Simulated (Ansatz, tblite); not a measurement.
# Ge20H30 bond sphere (Ge20H30): charged states by level of theory

What does removing or adding an electron cost or gain for Ge20H30 bond sphere (Ge20H30)? Each charged state is run at several levels.

Method: as each input shows; program: Ansatz 0.2.0, Gaussian basis.

The runs, in order: charge +1 doublet, at the geometry of the singlet (PBE0-D4/def2-TZVP, PBE-D4/def2-TZVP, BHLYP-D4/def2-TZVP); charge -1 doublet, at the geometry of the singlet (PBE0-D4/def2-TZVP, PBE-D4/def2-TZVP, BHLYP-D4/def2-TZVP); the starting singlet's energies come from earlier runs.

1 further run of the same task is left out (set aside as unsound or not needed). Runs told in other sessions of the task aren't counted.

### 1 The geometry

The singlet was relaxed beforehand with PBE-D4/def2-SVP.

50 atoms, charge 0, spin multiplicity 1.

Atoms are counted from 1 here; the program's logs count them from 0.

Bond lengths: Ge1–Ge11 2.450 Å, Ge1–Ge12 2.450 Å, Ge1–Ge13 2.459 Å, Ge1–H21 1.562 Å, Ge2–Ge11 2.447 Å, Ge2–Ge14 2.450 Å, Ge2–H22 1.554 Å, Ge2–H23 1.559 Å, Ge3–Ge13 2.459 Å, Ge3–Ge15 2.450 Å, Ge3–Ge16 2.449 Å, Ge3–H24 1.562 Å, Ge4–Ge14 2.449 Å, Ge4–Ge15 2.446 Å, Ge4–H25 1.559 Å, Ge4–H26 1.554 Å, Ge5–Ge12 2.446 Å, Ge5–Ge17 2.449 Å and more. Angles: Ge11–Ge1–Ge12 103.2°, Ge11–Ge1–Ge13 113.3°, Ge11–Ge1–H21 109.0°, Ge12–Ge1–Ge13 113.3°, Ge12–Ge1–H21 109.0°, Ge13–Ge1–H21 108.9°, Ge11–Ge2–Ge14 112.0°, Ge11–Ge2–H22 109.3°, Ge11–Ge2–H23 108.4°, Ge14–Ge2–H22 111.8°, Ge14–Ge2–H23 107.5°, H22–Ge2–H23 107.7°, Ge13–Ge3–Ge15 113.2°, Ge13–Ge3–Ge16 113.2°, Ge13–Ge3–H24 108.9°, Ge15–Ge3–Ge16 103.3°, Ge15–Ge3–H24 109.0°, Ge16–Ge3–H24 109.0° and more.

### 2 Charge +1 doublet at the fixed geometry, PBE0-D4/def2-TZVP

Contents of in.yaml:

```yaml
crystal:
  periodic: [false, false, false]
  atoms:
    - {symbol: Ge, position_ang: [-2.113889, -2.115847, -0.737555]}
    - {symbol: Ge, position_ang: [-2.253966, 0.821375, -3.538828]}
    - {symbol: Ge, position_ang: [-2.116179, 0.739227, 2.112502]}
    - {symbol: Ge, position_ang: [-2.254079, 3.537598, -0.826530]}
    - {symbol: Ge, position_ang: [0.822231, -2.257397, -3.535220]}
    - {symbol: Ge, position_ang: [0.736588, -2.113938, 2.116856]}
    - {symbol: Ge, position_ang: [3.538531, -2.255057, -0.817526]}
    - {symbol: Ge, position_ang: [0.708176, 0.706210, -0.706886]}
    - {symbol: Ge, position_ang: [0.820284, 3.538087, 2.254200]}
    - {symbol: Ge, position_ang: [3.535675, 0.823348, 2.259990]}
    - {symbol: Ge, position_ang: [-3.534340, -0.824159, -2.258876]}
    - {symbol: Ge, position_ang: [-0.820548, -3.539835, -2.254009]}
    - {symbol: Ge, position_ang: [-0.708598, -0.708255, 0.708557]}
    - {symbol: Ge, position_ang: [-0.734922, 2.113068, -2.116012]}
    - {symbol: Ge, position_ang: [-3.536646, 2.256609, 0.816316]}
    - {symbol: Ge, position_ang: [-0.823589, 2.257144, 3.535571]}
    - {symbol: Ge, position_ang: [2.115469, -0.739518, -2.112741]}
    - {symbol: Ge, position_ang: [2.255800, -3.536382, 0.824910]}
    - {symbol: Ge, position_ang: [2.253682, -0.820615, 3.540272]}
    - {symbol: Ge, position_ang: [2.114221, 2.113729, 0.738548]}
    - {symbol: H, position_ang: [-3.019287, -3.018022, 0.160686]}
    - {symbol: H, position_ang: [-1.494407, 0.100645, -4.687333]}
    - {symbol: H, position_ang: [-3.254543, 1.825578, -4.188182]}
    - {symbol: H, position_ang: [-3.021685, -0.158222, 3.015398]}
    - {symbol: H, position_ang: [-3.252940, 4.187761, -1.831897]}
    - {symbol: H, position_ang: [-1.494713, 4.685295, -0.104330]}
    - {symbol: H, position_ang: [0.097288, -1.495120, -4.679319]}
    - {symbol: H, position_ang: [1.825153, -3.255265, -4.190497]}
    - {symbol: H, position_ang: [-0.162265, -3.017784, 3.020007]}
    - {symbol: H, position_ang: [4.194573, -3.254129, -1.818794]}
    - {symbol: H, position_ang: [4.682025, -1.491241, -0.093294]}
    - {symbol: H, position_ang: [0.097544, 4.683372, 1.491671]}
    - {symbol: H, position_ang: [1.823108, 4.191664, 3.253367]}
    - {symbol: H, position_ang: [4.684459, 0.101483, 1.501902]}
    - {symbol: H, position_ang: [4.184589, 1.828565, 3.259819]}
    - {symbol: H, position_ang: [-4.183666, -1.828532, -3.259268]}
    - {symbol: H, position_ang: [-4.682952, -0.102946, -1.499889]}
    - {symbol: H, position_ang: [-1.824222, -4.191373, -3.253679]}
    - {symbol: H, position_ang: [-0.098394, -4.686454, -1.492992]}
    - {symbol: H, position_ang: [0.165842, 3.014797, -3.019334]}
    - {symbol: H, position_ang: [-4.681042, 1.494234, 0.091944]}
    - {symbol: H, position_ang: [-4.191696, 3.255827, 1.818090]}
    - {symbol: H, position_ang: [-1.826769, 3.256374, 4.188431]}
    - {symbol: H, position_ang: [-0.100772, 1.495522, 4.681404]}
    - {symbol: H, position_ang: [3.018637, 0.159599, -3.016279]}
    - {symbol: H, position_ang: [1.495118, -4.682252, 0.101137]}
    - {symbol: H, position_ang: [3.254247, -4.189327, 1.828855]}
    - {symbol: H, position_ang: [3.252739, -1.823691, 4.193630]}
    - {symbol: H, position_ang: [1.491592, -0.097752, 4.685785]}
    - {symbol: H, position_ang: [3.018576, 3.016025, -0.160586]}
basis:
  gaussian: {orbitals: def2-TZVP, fitting: {mean_field: def2-universal-jkfit}}
total_charge: 1
magnetization: {spin_polarized: true, initial_magnetization: 1}
hamiltonian: {xc: pbe0, dispersion: d4}
scf: {omitted_lower_state_checks: [starts]}
output: {orbitals: {seedname: orbitals}}
```

Run with:

```console
$ ansatz run in.yaml --threads 11 --pin off --events-out ev --progress --plain --max-ram 166912MiB --backend cuda --devices 0, --max-vram 75GiB
```

Output:

```text
Functional definition: PBE0
  name "PBE0"
  cite "Adamo & Barone, J. Chem. Phys. 110, 6158 (1999) doi:10.1063/1.478522"
  cite "Perdew, Burke & Ernzerhof, Phys. Rev. Lett. 77, 3865 (1996) doi:10.1103/PhysRevLett.77.3865"
  parent pbe
  parameter a = 0.25
  parameter kappa = 0.804
  parameter beta = 0.06672455060314922
  exchange = (1 - a)*pbe_x(kappa = kappa, mu = beta*pi^2/3) + a*exact_x
  correlation = pbe_c(beta = beta)
these checks for a lower state are left out or cut short: starts
5860 factors; integrals over basis functions are off by at most 6.1e-1 eV
mean field evaluation 1: about -1130712.1748 eV, gradient 4.3e1 eV
mean field evaluation 2: about -1130713.0170 eV, gradient 4.3e1 eV
mean field evaluation 4: about -1130715.0380 eV, gradient 3.4e0 eV
mean field evaluation 8: about -1130715.0646 eV, gradient 2.4e-1 eV
mean field evaluation 16: about -1130715.0650 eV, gradient 1.1e-3 eV
mean field evaluation 32: about -1130715.0653 eV, gradient 3.8e-5 eV
mean field -1130715.06526826 eV, -41553.0122224101 hartree, gradient 3.4e-6 eV, S^2 0.753622; 0 other end points of the search recorded, 0 dependent functions left out
reference -1130715.06534812 eV, -41553.0122253448 hartree; 335, 334 occupied and 805, 806 virtual orbitals, 5860 factors
Total energy: -1130718.07850655 eV, -41553.1229568747 hartree
Checks for a lower state left out: starts
```

Wall time 62 s (1 × H100 with 11 threads of AMD EPYC 7R13, shared host); peak host memory 2.1 GiB.

From the report: HOMO -9.76 eV, LUMO -8.87 eV (over both spins); ⟨S²⟩ 0.754 (pure: 0.75).

### 3 Charge +1 doublet at the fixed geometry, PBE-D4/def2-TZVP

start.molden holds the orbitals of an earlier run on this state, given as this run's starting guess.

Changes to in.yaml since step 2:

```diff
@@ -54,6 +54,6 @@
 basis:
-  gaussian: {orbitals: def2-TZVP, fitting: {mean_field: def2-universal-jkfit}}
+  gaussian: {orbitals: def2-TZVP, fitting: {mean_field: def2-universal-jkfit}, initial_orbitals: start.molden}
 total_charge: 1
 magnetization: {spin_polarized: true, initial_magnetization: 1}
-hamiltonian: {xc: pbe0, dispersion: d4}
+hamiltonian: {xc: pbe, dispersion: d4}
 scf: {omitted_lower_state_checks: [starts]}
```

The command is unchanged.

Output:

```text
Functional definition: PBE
  name "PBE"
  cite "Perdew, Burke & Ernzerhof, Phys. Rev. Lett. 77, 3865 (1996) doi:10.1103/PhysRevLett.77.3865"
  parent pbe
  parameter kappa = 0.804
  parameter beta = 0.06672455060314922
  exchange = pbe_x(kappa = kappa, mu = beta*pi^2/3)
  correlation = pbe_c(beta = beta)
these checks for a lower state are left out or cut short: starts
5860 factors; integrals over basis functions are off by at most 6.1e-1 eV
mean field evaluation 1: about -1130683.9107 eV, gradient 2.5e1 eV
mean field evaluation 2: about -1130684.9686 eV, gradient 1.3e0 eV
mean field evaluation 4: about -1130684.9258 eV, gradient 9.1e-2 eV
mean field evaluation 8: about -1130684.9267 eV, gradient 3.0e-2 eV
mean field evaluation 16: about -1130684.9269 eV, gradient 8.8e-5 eV
mean field -1130684.92689708 eV, -41551.9046576976 hartree, gradient 2.4e-6 eV, S^2 0.750865; 0 other end points of the search recorded, 0 dependent functions left out
reference -1130684.92700432 eV, -41551.9046616388 hartree; 335, 334 occupied and 805, 806 virtual orbitals, 5860 factors
Total energy: -1130688.20807755 eV, -41552.0252388559 hartree
Checks for a lower state left out: starts
```

It took 19 s on 1 × H100 with 11 threads of AMD EPYC 7R13, shared host; peak host memory 2 GiB.

Report: HOMO -8.88 eV, LUMO -8.91 eV (over both spins; with the spin held, an empty level of the minority spin lies below the top filled one); ⟨S²⟩ 0.751 (pure: 0.75).

### 4 Charge +1 doublet at the fixed geometry, BHLYP-D4/def2-TZVP

Changes to in.yaml since step 3:

```diff
@@ -57,3 +57,3 @@
 magnetization: {spin_polarized: true, initial_magnetization: 1}
-hamiltonian: {xc: pbe, dispersion: d4}
+hamiltonian: {xc: {name: BHLYP}, dispersion: d4}
 scf: {omitted_lower_state_checks: [starts]}
```

Same command.

Output:

```text
Functional definition: BHLYP
  name "BHLYP"
  cite "Becke, J. Chem. Phys. 98, 1372 (1993) doi:10.1063/1.464304"
  cite "Becke, Phys. Rev. A 38, 3098 (1988) doi:10.1103/PhysRevA.38.3098"
  cite "Lee, Yang & Parr, Phys. Rev. B 37, 785 (1988) doi:10.1103/PhysRevB.37.785"
  parameter a = 0.5
  exchange = (1 - a)*b88_x + a*exact_x
  correlation = lyp_c
these checks for a lower state are left out or cut short: starts
5860 factors; integrals over basis functions are off by at most 6.1e-1 eV
mean field evaluation 1: about -1130843.4299 eV, gradient 2.3e1 eV
mean field evaluation 2: about -1130844.2391 eV, gradient 1.1e0 eV
mean field evaluation 4: about -1130844.2247 eV, gradient 8.1e-2 eV
mean field evaluation 8: about -1130844.2253 eV, gradient 8.0e-3 eV
mean field evaluation 16: about -1130844.2253 eV, gradient 2.1e-5 eV
mean field -1130844.22528081 eV, -41557.7587653234 hartree, gradient 3.7e-6 eV, S^2 0.758583; 0 other end points of the search recorded, 0 dependent functions left out
reference -1130844.22574880 eV, -41557.7587825219 hartree; 335, 334 occupied and 805, 806 virtual orbitals, 5860 factors
Total energy: -1130849.54572253 eV, -41557.9542879504 hartree
Checks for a lower state left out: starts
```

Wall time 75 s (1 × H100 with 11 threads of AMD EPYC 7R13, shared host); peak host memory 2.1 GiB.

HOMO -10.54 eV, LUMO -8.61 eV (over both spins); ⟨S²⟩ 0.759 (pure: 0.75).

### 5 Vertical ionisation energy

Charged state less starting state, singlet to doublet; the starting state's energies are those of its earlier runs.

| level | vertical ionisation energy (eV) | time |
| --- | --- | --- |
| PBE-D4/def2-TZVP | +7.56 | 26 s |
| PBE0-D4/def2-TZVP | +7.97 | 78 s |
| BHLYP-D4/def2-TZVP | +8.27 | 86 s |

Times add the two runs; a level without a time comes out of a correlated run.

Beside −ε(HOMO) of the starting state:

| level | −ε(HOMO) (eV) | by difference (eV) | mismatch (eV) |
| --- | --- | --- | --- |
| PBE-D4/def2-TZVP | 6.07 | 7.56 | -1.49 |
| PBE0-D4/def2-TZVP | 6.96 | 7.97 | -1.02 |
| BHLYP-D4/def2-TZVP | 7.74 | 8.27 | -0.53 |

### 6 Charge -1 doublet at the fixed geometry, PBE0-D4/def2-TZVP

Changes to in.yaml since step 4:

```diff
@@ -54,6 +54,6 @@
 basis:
-  gaussian: {orbitals: def2-TZVP, fitting: {mean_field: def2-universal-jkfit}, initial_orbitals: start.molden}
-total_charge: 1
+  gaussian: {orbitals: def2-TZVP, fitting: {mean_field: def2-universal-jkfit}}
+total_charge: -1
 magnetization: {spin_polarized: true, initial_magnetization: 1}
-hamiltonian: {xc: {name: BHLYP}, dispersion: d4}
+hamiltonian: {xc: pbe0, dispersion: d4}
 scf: {omitted_lower_state_checks: [starts]}
```

Launched as before.

Output:

```text
Functional definition: PBE0
  name "PBE0"
  cite "Adamo & Barone, J. Chem. Phys. 110, 6158 (1999) doi:10.1063/1.478522"
  cite "Perdew, Burke & Ernzerhof, Phys. Rev. Lett. 77, 3865 (1996) doi:10.1103/PhysRevLett.77.3865"
  parent pbe
  parameter a = 0.25
  parameter kappa = 0.804
  parameter beta = 0.06672455060314922
  exchange = (1 - a)*pbe_x(kappa = kappa, mu = beta*pi^2/3) + a*exact_x
  correlation = pbe_c(beta = beta)
these checks for a lower state are left out or cut short: starts
5860 factors; integrals over basis functions are off by at most 6.1e-1 eV
mean field evaluation 1: about -1130718.5344 eV, gradient 5.1e1 eV
mean field evaluation 2: about -1130711.9932 eV, gradient 6.4e1 eV
mean field evaluation 4: about -1130723.5752 eV, gradient 3.4e0 eV
mean field evaluation 8: about -1130723.5792 eV, gradient 2.9e-1 eV
mean field evaluation 16: about -1130723.5800 eV, gradient 1.0e-3 eV
mean field -1130723.58002723 eV, -41553.3251340308 hartree, gradient 8.7e-6 eV, S^2 0.752355; 0 other end points of the search recorded, 0 dependent functions left out
reference -1130723.58010255 eV, -41553.3251367987 hartree; 336, 335 occupied and 804, 805 virtual orbitals, 5860 factors
Total energy: -1130726.71956596 eV, -41553.4405099510 hartree
Checks for a lower state left out: starts
```

It took 28 s on 1 × H100 with 11 threads of AMD EPYC 7R13, shared host; peak host memory 2.1 GiB.

HOMO 0.30 eV, LUMO 1.38 eV (over both spins); ⟨S²⟩ 0.752 (pure: 0.75). Doubts: highest occupied level lies above zero.

### 7 Charge -1 doublet at the fixed geometry, PBE-D4/def2-TZVP

Changes to in.yaml since step 6:

```diff
@@ -54,6 +54,6 @@
 basis:
-  gaussian: {orbitals: def2-TZVP, fitting: {mean_field: def2-universal-jkfit}}
+  gaussian: {orbitals: def2-TZVP, fitting: {mean_field: def2-universal-jkfit}, initial_orbitals: start.molden}
 total_charge: -1
 magnetization: {spin_polarized: true, initial_magnetization: 1}
-hamiltonian: {xc: pbe0, dispersion: d4}
+hamiltonian: {xc: pbe, dispersion: d4}
 scf: {omitted_lower_state_checks: [starts]}
```

Launched as before.

Output:

```text
Functional definition: PBE
  name "PBE"
  cite "Perdew, Burke & Ernzerhof, Phys. Rev. Lett. 77, 3865 (1996) doi:10.1103/PhysRevLett.77.3865"
  parent pbe
  parameter kappa = 0.804
  parameter beta = 0.06672455060314922
  exchange = pbe_x(kappa = kappa, mu = beta*pi^2/3)
  correlation = pbe_c(beta = beta)
these checks for a lower state are left out or cut short: starts
5860 factors; integrals over basis functions are off by at most 6.1e-1 eV
mean field evaluation 1: about -1130692.2832 eV, gradient 2.5e1 eV
mean field evaluation 2: about -1130693.3391 eV, gradient 1.2e0 eV
mean field evaluation 4: about -1130693.3016 eV, gradient 1.3e-1 eV
mean field evaluation 8: about -1130693.3022 eV, gradient 2.5e-5 eV
mean field -1130693.30218783 eV, -41552.2124439558 hartree, gradient 6.8e-6 eV, S^2 0.750919; 0 other end points of the search recorded, 0 dependent functions left out
reference -1130693.30228505 eV, -41552.2124475287 hartree; 336, 335 occupied and 804, 805 virtual orbitals, 5860 factors
Total energy: -1130696.72274912 eV, -41552.3381472648 hartree
Checks for a lower state left out: starts
```

Wall time 11 s (1 × H100 with 11 threads of AMD EPYC 7R13, shared host); peak host memory 2 GiB.

Report: HOMO 0.46 eV, LUMO 0.61 eV (over both spins); ⟨S²⟩ 0.751 (pure: 0.75). Doubts: highest occupied level lies above zero.

### 8 Charge -1 doublet at the fixed geometry, BHLYP-D4/def2-TZVP

Changes to in.yaml since step 7:

```diff
@@ -57,3 +57,3 @@
 magnetization: {spin_polarized: true, initial_magnetization: 1}
-hamiltonian: {xc: pbe, dispersion: d4}
+hamiltonian: {xc: {name: BHLYP}, dispersion: d4}
 scf: {omitted_lower_state_checks: [starts]}
```

Launched as before.

Output:

```text
Functional definition: BHLYP
  name "BHLYP"
  cite "Becke, J. Chem. Phys. 98, 1372 (1993) doi:10.1063/1.464304"
  cite "Becke, Phys. Rev. A 38, 3098 (1988) doi:10.1103/PhysRevA.38.3098"
  cite "Lee, Yang & Parr, Phys. Rev. B 37, 785 (1988) doi:10.1103/PhysRevB.37.785"
  parameter a = 0.5
  exchange = (1 - a)*b88_x + a*exact_x
  correlation = lyp_c
these checks for a lower state are left out or cut short: starts
5860 factors; integrals over basis functions are off by at most 6.1e-1 eV
mean field evaluation 1: about -1130851.8099 eV, gradient 2.3e1 eV
mean field evaluation 2: about -1130852.6186 eV, gradient 1.1e0 eV
mean field evaluation 4: about -1130852.5982 eV, gradient 4.8e-2 eV
mean field evaluation 8: about -1130852.5982 eV, gradient 1.8e-5 eV
mean field -1130852.59819865 eV, -41558.0664643786 hartree, gradient 6.2e-6 eV, S^2 0.753759; 0 other end points of the search recorded, 0 dependent functions left out
reference -1130852.59863691 eV, -41558.0664804845 hartree; 336, 335 occupied and 804, 805 virtual orbitals, 5860 factors
Total energy: -1130858.09375683 eV, -41558.2684224167 hartree
Checks for a lower state left out: starts
```

Wall time 44 s (1 × H100 with 11 threads of AMD EPYC 7R13, shared host); peak host memory 2 GiB.

From the report: HOMO 0.26 eV, LUMO 2.19 eV (over both spins); ⟨S²⟩ 0.754 (pure: 0.75). Doubts: highest occupied level lies above zero.

### 9 Vertical electron affinity

Starting state less charged state (positive: the electron is bound), singlet to doublet; the starting state's energies are those of its earlier runs.

```
             level  vertical electron affinity (eV)  time
  PBE-D4/def2-TZVP                            +0.95  18 s
 PBE0-D4/def2-TZVP                            +0.67  44 s
BHLYP-D4/def2-TZVP                            +0.28  55 s
```

Times add the two runs; a level without a time comes out of a correlated run.

Beside −ε(LUMO) of the starting state:

| level | −ε(LUMO) (eV) | by difference (eV) | mismatch (eV) |
| --- | --- | --- | --- |
| PBE-D4/def2-TZVP | 2.23 | 0.95 | +1.28 |
| PBE0-D4/def2-TZVP | 1.50 | 0.67 | +0.84 |
| BHLYP-D4/def2-TZVP | 0.65 | 0.28 | +0.36 |

### 10 Results

| quantity | value |
| --- | --- |
| vertical ionisation energy, functionals in def2-TZVP | 7.56 (PBE-D4) to 8.27 eV (BHLYP-D4) |
| vertical electron affinity, functionals in def2-TZVP | 0.28 (BHLYP-D4) to 0.95 eV (PBE-D4) |

In words: The vertical ionisation energy spans 7.56 to 8.27 eV over the functionals. −ε(HOMO) misses the level's own difference by -0.53 eV at best (BHLYP-D4) and -1.49 eV at worst (PBE-D4). The vertical electron affinity spans 0.28 to 0.95 eV over the functionals. −ε(LUMO) misses the level's own difference by +0.36 eV at best (BHLYP-D4) and +1.28 eV at worst (PBE-D4).

The anion's highest level is positive in at least one run, so there the basis alone may hold the extra electron.
